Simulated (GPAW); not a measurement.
The system is Sn3Se.

```xyz
4
Lattice="0.0000 3.7331 3.7331 3.7331 0.0000 3.7331 3.7331 3.7331 0.0000" Properties=species:S:1:pos:R:3 pbc="T T T"
Sn    3.7331    3.7331    3.7331
Sn    5.5997    5.5997    5.5997
Sn    1.8666    1.8666    1.8666
Se    0.0000    0.0000    0.0000
```

The cell comes from a database or a generator and needn't be the stable form of this composition.

```yaml
Program: GPAW 26.7.0
Task: relaxation of cell and atoms
Functional: PBEsol
Potentials_or_basis: PAW data sets generated in the run's folder for this functional
Cutoff: 600 eV
Basis: pw
k_mesh: 6 × 6 × 6
Occupations: fermi-dirac, width 0.05 eV
Spin: no spin polarisation
```

At the start: pressure -3.4 GPa; volume 26.01 Å³/atom.

Where does the relaxation end?

Over 4 steps the energy falls by 19.4 meV/atom and the volume is 24.34 Å³/atom (-6.4 %); space group Fm-3m (No. 225, to 0.05 Å).

The path:
```csv
step,energy change (eV),largest force (eV/Å),pressure (GPa),volume (Å³)
1,0.0000,0.0000,-3.40,104.05
2,-0.0126,0.0000,-3.15,103.44
3,-0.0769,0.0000,0.40,96.64
4,-0.0777,0.0000,-0.04,97.35
```

Final structure:
```
Sn Se
1.0
     0.00000    3.65114    3.65114
     3.65114    0.00000    3.65114
     3.65114    3.65114    0.00000
Sn Se
3 1
Direct
  0.50000 0.50000 0.50000
  0.75000 0.75000 0.75000
  0.25000 0.25000 0.25000
  0.00000 0.00000 0.00000
```

Caveat: later steps reuse the first step's grids.
